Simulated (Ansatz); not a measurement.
# YTeAs: the cost of one run

Program: Ansatz 0.2.0. Level of theory: reference: DFT PBEsol, plane waves, PAW, scalar-relativistic, no spin polarisation. These are calculated values, not measurements.

### 1 The starting structure

Symmetry: I4/mmm, No. 139, tetragonal system. Conventional cell: a = 4.170 Å, b = 4.170 Å, c = 17.316 Å, α = 90.00°, β = 90.00°, γ = 90.00°. Around As (site symmetry mmm) lie 4 Y at 2.88 Å and 4 As at 2.95 Å. Te (site symmetry 4mm) is surrounded by 5 Y at 3.23 to 3.38 Å. Around Y (site symmetry 4mm) lie 4 As at 2.88 Å and 5 Te at 3.23 to 3.38 Å.

As a file:

```
As Te Y
1.0
     0.00000    4.16976    0.00000
     4.16976    0.00000    0.00000
     2.08488    2.08488   -8.65785
As Te Y
2 2 2
Direct
  0.50000 0.00000 0.00000
  0.00000 0.50000 0.00000
  0.30950 0.30950 0.38100
  0.69050 0.69050 0.61900
  0.11450 0.11450 0.77100
  0.88550 0.88550 0.22900
```

### 2 Reference

File input.yaml:

```yaml
crystal:
  lattice:
    - [0.0, 4.169763, 0.0]
    - [4.169763, 0.0, 0.0]
    - [2.084882, 2.084882, -8.657852]
  atoms:
    - { symbol: As, position: [0.5, 0.0, 0.0] }
    - { symbol: As, position: [0.0, 0.5, 0.0] }
    - { symbol: Te, position: [0.3095, 0.3095, 0.381] }
    - { symbol: Te, position: [0.6905, 0.6905, 0.619] }
    - { symbol: "Y", position: [0.1145, 0.1145, 0.771] }
    - { symbol: "Y", position: [0.8855, 0.8855, 0.229] }
  symmetry: { tolerance: 0.0003 }
kpoints:
  mp_grid: { grid: [5, 5, 5], shift: [0, 0, 0] }
magnetization:
  spin_polarized: false
scf:
  occupations: { method: fermi_dirac }
hamiltonian:
  pseudopotentials: { kind: paw }
  xc: pbesol
basis:
  ecutwfc: 420
output:
  forces: true
  stress: true
  eigenvalues: true
  write_density: true
  write_potential: true
  elf: true
  volumetric_format: npy
```

Run with:

```console
$ ansatz run input.yaml --threads 1 --pin off --max-ram 2560MiB --backend cpu --events-out ev --progress --plain --runs-dir out
```

What time and memory should one allow on 1 thread of AMD EPYC 9R45 (Zen 5), shared host?

About 3.7 s, with a peak of 0.51 GiB.
